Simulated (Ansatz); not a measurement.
# GeH5NOSe: the cost of one run

Method: RKS r2SCAN-D4/def2-SVP, in Ansatz 0.2.0.

### 1 The structure to begin with

Bond lengths: N1–Ge2 1.821 Å, Ge2–O3 1.759 Å, Ge2–Se4 2.297 Å, N1–H5 1.032 Å, N1–H6 1.114 Å, Ge2–H7 1.562 Å, O3–H8 1.009 Å, Se4–H9 1.593 Å. Angles: N1–Ge2–O3 107.8°, N1–Ge2–Se4 111.5°, N1–Ge2–H7 110.4°, O3–Ge2–Se4 108.4°, O3–Ge2–H7 108.9°, Se4–Ge2–H7 109.7°, Ge2–N1–H5 109.2°, Ge2–N1–H6 106.9°, H5–N1–H6 101.8°, Ge2–O3–H8 107.0°, Ge2–Se4–H9 90.7°.

As a file:

```xyz
9

N    -0.5748    1.1752    0.8249
Ge    0.2610    0.0303   -0.3181
O     1.5081   -0.8195    0.5863
Se   -1.1988   -1.5238   -1.1729
H     0.0820    1.9245    1.0953
H    -1.3280    1.7372    0.2261
H     0.9336    0.8205   -1.4854
H     2.0039   -1.4029   -0.0710
H    -1.5985   -1.9877    0.2978
```

### 2 End point A

input.yaml reads:

```yaml
crystal:
  periodic: [false, false, false]
  atoms:
    - { symbol: "N", position_ang: [-0.5748, 1.1752, 0.8249] }
    - { symbol: Ge, position_ang: [0.261, 0.0303, -0.3181] }
    - { symbol: O, position_ang: [1.5081, -0.8195, 0.5863] }
    - { symbol: Se, position_ang: [-1.1988, -1.5238, -1.1729] }
    - { symbol: H, position_ang: [0.082, 1.9245, 1.0953] }
    - { symbol: H, position_ang: [-1.328, 1.7372, 0.2261] }
    - { symbol: H, position_ang: [0.9336, 0.8205, -1.4854] }
    - { symbol: H, position_ang: [2.0039, -1.4029, -0.071] }
    - { symbol: H, position_ang: [-1.5985, -1.9877, 0.2978] }
basis:
  gaussian: { orbitals: def2-SVP }
hamiltonian:
  xc: r2scan
  dispersion: d4
relax:
  f_tol: 0.015
  max_steps: 40
output:
  orbitals: {}
```

Launch:

```sh
$ ansatz run input.yaml --threads 2 --pin off --max-ram 3072MiB --backend cpu --events-out ev --progress --plain --runs-dir out
```

Q: Estimate wall time and peak memory on 2 threads of Intel Xeon 6975P-C (Granite Rapids), shared host.

About 19 s, with a peak of 0.21 GiB.
